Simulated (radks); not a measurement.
**Numerical settings for Si**

Aim: see which numerical settings matter for neutral silicon. Each run changes a setting or two against a run with the defaults. The defaults are a mesh step of 0.008 in ln r, a mesh end at 40 bohr or more, Anderson mixing 0.5 over 9 steps and a tight residual threshold, with the energy settled to 1e-9 hartree as well; every run has a cap on iterations.

The numbers are computed with radks (a radial shooting solver on a logarithmic mesh, Libxc functionals) version 1 (Dirac Kohn-Sham, PBE, spin-unpolarised, spherical densities, point nucleus; open shells fill j = l - 1/2 first), except any that are marked as measured or tabulated.

## Step 1: The atom as given

```
element       : silicon (Z = 14)
charge        : 0
electrons     : 14
configuration : [Ne] 3s2 3p2
```

## Step 2: Default settings

Input:

```text
Z 14
configuration [Ne] 3s2 3p2
relativity Dirac
functional pbe,pbe
spin unpolarised
j_filling energy
nucleus point
c 137.035999084
max_iterations 57
```

Command:

```bash
python run_ks.py task.json out
```

This one command runs every case of the session in turn.

## Step 3: Mesh step in ln r 0.003

Settings, as their differences from step 2:

```diff
@@ -8,2 +8,3 @@
 c 137.035999084
+mesh_step 0.003
 max_iterations 57
```

## Step 4: Mesh step in ln r 0.08

Settings, as their differences from step 3:

```diff
@@ -8,3 +8,3 @@
 c 137.035999084
-mesh_step 0.003
+mesh_step 0.08
 max_iterations 57
```

## Step 5: Mesh step in ln r 0.012

Settings, as their differences from step 4:

```diff
@@ -8,3 +8,3 @@
 c 137.035999084
-mesh_step 0.08
+mesh_step 0.012
 max_iterations 57
```

## Step 6: Mesh end (bohr) 400

Settings, as their differences from step 5:

```diff
@@ -8,3 +8,3 @@
 c 137.035999084
-mesh_step 0.012
+mesh_end 400
 max_iterations 57
```

## Step 7: Mesh end (bohr) 20

Settings, as their differences from step 6:

```diff
@@ -8,3 +8,3 @@
 c 137.035999084
-mesh_end 400
+mesh_end 20
 max_iterations 57
```

## Step 8: Residual threshold 1e-05

Settings, as their differences from step 7:

```diff
@@ -8,3 +8,3 @@
 c 137.035999084
-mesh_end 20
+threshold 1e-05
 max_iterations 57
```

## Step 9: Residual threshold 0.1

Settings, as their differences from step 8:

```diff
@@ -8,3 +8,3 @@
 c 137.035999084
-threshold 1e-05
+threshold 0.1
 max_iterations 57
```

## Step 10: Mixing 1

Settings, as their differences from step 9:

```diff
@@ -8,3 +8,3 @@
 c 137.035999084
-threshold 0.1
+mixing 1
 max_iterations 57
```

## Step 11: Mixing history 1, mixing 0.8

Settings, as their differences from step 10:

```diff
@@ -8,3 +8,4 @@
 c 137.035999084
-mixing 1
+history 1
+mixing 0.8
 max_iterations 57
```

## Step 12: Mixing history 1, mixing 0.2

Settings, as their differences from step 11:

```diff
@@ -9,3 +9,3 @@
 history 1
-mixing 0.8
+mixing 0.2
 max_iterations 57
```

## Step 13: Mixing history 3

Settings, as their differences from step 12:

```diff
@@ -8,4 +8,3 @@
 c 137.035999084
-history 1
-mixing 0.2
+history 3
 max_iterations 57
```

## Step 14: Iteration cap 5

Settings, as their differences from step 13:

```diff
@@ -8,3 +8,2 @@
 c 137.035999084
-history 3
-max_iterations 57
+max_iterations 5
```

**Question.** What will these runs give? Wanted: for each run, setting; iterations; converged; change of E.

As calculated:

```
                     setting  mesh points  iterations  converged  change of E (mhartree)    time
            Default settings         2597          13        yes                       0  0.06 s
     mesh step in ln r 0.003         6925          13        yes                       0  0.16 s
      mesh step in ln r 0.08          260          15        yes                +0.01249  0.02 s
     mesh step in ln r 0.012         1732          13        yes                       0  0.05 s
         mesh end (bohr) 400         2764          13        yes                       0  0.07 s
          mesh end (bohr) 20         2390          13        yes                       0  0.06 s
    residual threshold 1e-05         2597          10        yes                       0  0.06 s
      residual threshold 0.1         2597           9        yes                       0  0.05 s
                    mixing 1         2597          11        yes                       0  0.06 s
mixing history 1, mixing 0.8         2597          22        yes                       0  0.09 s
mixing history 1, mixing 0.2         2597          57         no                       -  0.18 s
            mixing history 3         2597          17        yes                       0  0.07 s
             iteration cap 5         2597           5         no                       -  0.03 s
```

What this shows: A zero stands for a change under the printed digits. No run that converges misses the default energy by more than 1 mhartree. Not converged or rejected: mixing history 1, mixing 0.2; iteration cap 5.
